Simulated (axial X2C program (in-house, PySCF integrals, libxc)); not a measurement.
# HGeH: bond lengths and stretches, held linear

Aim: the two bond lengths and stretching wavenumbers of linear HGeH, with and without spin–orbit coupling, at PBE0, HF, BHandHLYP, MP2.

Program: an in-house X2C program for linear molecules on PySCF integrals. Level of theory: all-electron X2C, two-component (2c) or spin-free, H dyall-v3z, Ge dyall-v3z. These are calculated values, not measurements.

All values are calculated.

2 further runs of the same task are left out: 2 set aside as unsound or not needed.

## (1) Set-up

task.json

```json
{"zs": [1, 32, 1], "q": 0, "bas": ["dyall-v3z", "dyall-v3z", "dyall-v3z"], "r0": [1.53, 1.53], "symm": 1, "scan": ["PBE0", "HF", "BHandHLYP"], "levels": ["PBE0", "HF", "TPSSh"], "nst": 2}
```

Keys: zs atomic numbers; q charge; bas basis sets; r0 starting distance in Å; symm equal bonds; scan levels of the two-bond scan (MP2 follows by itself at each HF point); levels methods; nst determinants followed.

The run is started by

```sh
$ python solin.py task.json out
```

Masses H 1.008, Ge 73.921, H 1.008 u.

## (2) Scan at PBE0, 2c

State: Ω = 1 (beyond evenly filled blocks: ω = -1/2, ω = 3/2). Energies above the lowest point, from the job's result record:

| r(H–Ge) (Å) | r(Ge–H) (Å) | E (meV) |
| --- | --- | --- |
| 1.4449 | 1.4449 | 26.00 |
| 1.4449 | 1.4820 | 13.43 |
| 1.4449 | 1.5190 | 28.02 |
| 1.4820 | 1.4449 | 13.43 |
| 1.4820 | 1.4820 | 0.00 |
| 1.4820 | 1.5190 | 13.72 |
| 1.4820 | 1.5561 | 50.45 |
| 1.5190 | 1.4449 | 28.02 |
| 1.5190 | 1.4820 | 13.72 |
| 1.5190 | 1.5190 | 26.57 |
| 1.5561 | 1.4820 | 50.45 |
| 1.5561 | 1.5561 | 97.33 |

A quadratic surface with cubic terms in each bond gives the minimum at 1.481 and 1.481 Å, force constants 3.18, 3.18 and coupling -0.10 mdyn/Å.

## (3) Scan at HF, 2c

State: Ω = 1 (beyond evenly filled blocks: ω = -1/2, ω = 3/2). Energies above the lowest point, from the job's result record:

| r(H–Ge) (Å) | r(Ge–H) (Å) | E (meV) |
| --- | --- | --- |
| 1.4449 | 1.4449 | 28.24 |
| 1.4449 | 1.4820 | 14.37 |
| 1.4449 | 1.5190 | 28.66 |
| 1.4820 | 1.4449 | 14.37 |
| 1.4820 | 1.4820 | 0.00 |
| 1.4820 | 1.5190 | 13.83 |
| 1.4820 | 1.5561 | 51.41 |
| 1.5190 | 1.4449 | 28.66 |
| 1.5190 | 1.4820 | 13.83 |
| 1.5190 | 1.5190 | 27.24 |
| 1.5561 | 1.4820 | 51.41 |
| 1.5561 | 1.5561 | 101.29 |

A quadratic surface with cubic terms in each bond gives the minimum at 1.481 and 1.481 Å, force constants 3.3, 3.3 and coupling -0.05 mdyn/Å.

## (4) Scan at BHandHLYP, 2c

State: Ω = 1 (beyond evenly filled blocks: ω = -1/2, ω = 3/2). Energies above the lowest point, from the job's result record:

| r(H–Ge) (Å) | r(Ge–H) (Å) | E (meV) |
| --- | --- | --- |
| 1.4449 | 1.4449 | 13.23 |
| 1.4449 | 1.4820 | 7.03 |
| 1.4449 | 1.5190 | 28.17 |
| 1.4820 | 1.4449 | 7.03 |
| 1.4820 | 1.4820 | 0.00 |
| 1.4820 | 1.5190 | 20.31 |
| 1.4820 | 1.5561 | 63.78 |
| 1.5190 | 1.4449 | 28.17 |
| 1.5190 | 1.4820 | 20.31 |
| 1.5190 | 1.5190 | 39.77 |
| 1.5561 | 1.4820 | 63.78 |
| 1.5561 | 1.5561 | 124.15 |

A quadratic surface with cubic terms in each bond gives the minimum at 1.472 and 1.472 Å, force constants 3.33, 3.33 and coupling -0.10 mdyn/Å.

## (5) Comparison

| level | r(H–Ge) (Å) | r(Ge–H) (Å) | lower stretch (cm⁻¹) | upper stretch (cm⁻¹) |
| --- | --- | --- | --- | --- |
| PBE0, 2c | 1.481 | 1.481 | 2277.9 | 2384.5 |
| HF, 2c | 1.481 | 1.481 | 2341.6 | 2408.7 |
| BHandHLYP, 2c | 1.472 | 1.472 | 2331.6 | 2434.3 |
| MP2, 2c | 1.466 | 1.466 | 2341.8 | 2465.3 |
| PBE0, spin-free | 1.480 | 1.480 | 2279.0 | 2385.7 |
| HF, spin-free | 1.481 | 1.481 | 2342.6 | 2409.8 |
| BHandHLYP, spin-free | 1.472 | 1.472 | 2332.6 | 2435.5 |
| MP2, spin-free | 1.466 | 1.466 | 2342.8 | 2466.4 |

Scans not shown above were run alike.

**Reading.** Over the levels the H–Ge bond spans 1.466 to 1.481 Å and the Ge–H bond 1.466 to 1.481 Å. At PBE0 spin–orbit coupling leaves both bonds unchanged to 0.001 Å. Each state is one determinant, the lowest of a limited PBE0 search; the stretches come from a fit to few points and are good to some per cent at best. The stretches are sorted by size, and where the two bonds are alike the symmetric and antisymmetric modes can swap order between levels. MP2 freezes inner shells (threshold -2 hartree). The molecule was held linear; bending was not examined, so a bent shape may lie lower. Open-shell Ω = 0 determinants with evenly filled partner blocks cannot be reached by this program, so the Ω shown need not be the lowest component. Note: several unpaired electrons, one determinant need not be a pure state.
